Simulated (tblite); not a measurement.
# C6H10NOP: the cost of one run

Computed with tblite 0.8.0 and PySCF 2.14.0, with density-fitted response routines of our own, on a single molecule, in the gas phase or a continuum. Atoms are numbered from 0 throughout.

### Step 1. Starting geometry

19 atoms, charge 0, multiplicity 1; geometry from: force field or distance geometry start.

Bonds of the start (Å): C0–C1 1.19, C1–P2 1.81, P2–C3 1.77, P2–N4 1.70, P2–C5 1.76, C5–C6 1.51, C6–C7 1.51, C6–O8 1.23, C0–H9 1.07, C3–H10 1.10, C3–H11 1.10, C3–H12 1.08, N4–H13 1.01, C5–H14 1.10, C5–H15 1.09, C7–H16 1.09, C7–H17 1.10, C7–H18 1.10.

### Step 2. Geometry optimisation with GFN2-xTB

What the job is given:

```
{"job": {"kind": "relax", "xc": "GFN2-xTB", "basis": "xTB"}, "charge": 0, "multiplicity": 1}
C     -2.052000     2.746500     1.429000
C     -1.431500     1.781600     1.115100
P     -0.463000     0.317700     0.683600
C     -1.638000    -0.901500     0.166200
N      0.382900    -0.200200     2.063600
C      0.589000     0.727600    -0.668700
C      1.357600    -0.400800    -1.308400
C      2.131300    -1.331500    -0.404000
O      1.404200    -0.539800    -2.532300
H     -2.619800     3.608600     1.720400
H     -2.350300    -1.134700     0.974800
H     -1.138100    -1.844600    -0.095800
H     -2.212000    -0.569800    -0.686100
H     -0.250600    -0.223800     2.856200
H      1.325700     1.486000    -0.349000
H     -0.012500     1.194000    -1.442300
H      2.723800    -0.757300     0.305800
H      2.805700    -1.946700    -1.013400
H      1.437600    -2.002200     0.119000
```

The run is started by

```
$ OMP_NUM_THREADS=1 python probes_run.py task.json out
```

One launch serves the whole session: the jobs run in the order shown.

Q: Estimate the wall time and peak memory of this first job on 1 thread of Arm Neoverse N1, shared host.

About 2.1 s, with a peak of 0.18 GiB.
